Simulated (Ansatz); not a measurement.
# BFH₄Si, SMILES B[SiH2]F: the interaction energy of a dimer with the counterpoise correction

Program: Ansatz's Python interface.

`dimer.py`
```python
"""Binding of a BFH4Si dimer at a trial geometry."""

import ansatz as az

config = {
    "basis": "def2-SVP",
    "functional": "B3LYP",
}

FIRST = [
    ("B", (-0.8876, 0.2413, -0.6332)),
    ("Si", (0.6102, -0.1425, 0.4397)),
    ("F", (0.6437, -1.8027, 0.6886)),
    ("H", (-1.5825, -0.565, -1.013)),
    ("H", (-1.1565, 1.4004, -0.9589)),
    ("H", (0.5127, 0.5727, 1.7303)),
    ("H", (1.8603, 0.2958, -0.2532)),
]
SECOND = [
    ("B", (2.7925, 3.3771, 0.0046)),
    ("Si", (2.1786, 5.1463, -0.1819)),
    ("F", (3.1572, 6.1255, 0.7682)),
    ("H", (3.6802, 3.1096, 0.6509)),
    ("H", (2.2368, 2.4457, -0.5831)),
    ("H", (0.7683, 5.2476, 0.2511)),
    ("H", (2.2678, 5.5694, -1.613)),
]

def energy(atoms, ghosts=()):
    molecule = az.Crystal.molecule()
    for symbol, xyz in atoms:
        molecule = molecule.atom(symbol, xyz)
    calc = (
        molecule.calculation()
        .basis(gaussian=config["basis"])
        .functional(config["functional"])
    )
    deck = calc.input()
    if ghosts:
        deck = deck.set(az.key.basis.gaussian.ghost_atoms, [{"symbol": s, "position_ang": list(xyz)} for s, xyz in ghosts])
    return az.Session.from_dict(deck).plan().execute().report["free_energy_ev"]

# ghost atoms carry the functions of the partner
both = energy(FIRST + SECOND)
alone = energy(FIRST) + energy(SECOND)
ghosted = energy(FIRST, SECOND) + energy(SECOND, FIRST)
print(f"dimer {both:.6f} eV")
print(f"interaction, uncorrected   {(both - alone):8.3f} eV")
print(f"interaction, counterpoise  {(both - ghosted):8.3f} eV")
print(f"basis-set superposition    {(alone - ghosted):8.3f} eV")
```

Running `python dimer.py` prints:
```text
dimer -22662.690231 eV
interaction, uncorrected      0.047 eV
interaction, counterpoise     0.060 eV
basis-set superposition       0.013 eV
```

Uncorrected it is 0.047 eV, with the counterpoise correction 0.060 eV; the difference, 0.01 eV, is the superposition error. In this basis both values are repulsive.

Reading the output:
- Total energies depend on the basis set; only differences at equal settings carry meaning.
- The dimer is a generated trial pose of unrelaxed monomers, not a minimum, so the figure is no binding energy, and the basis set is small.
- b3lyp holds the VWN-RPA fit, as in Gaussian; the form of ORCA and Turbomole is b3lyp5.
- This level lacks the dispersion part of the attraction (electrostatics and induction are there), which can decide the sign where the interaction is weak.
- The whole script took 12 s on 1 thread of Arm Neoverse V2 (shared host), peak memory 0.33 GiB.
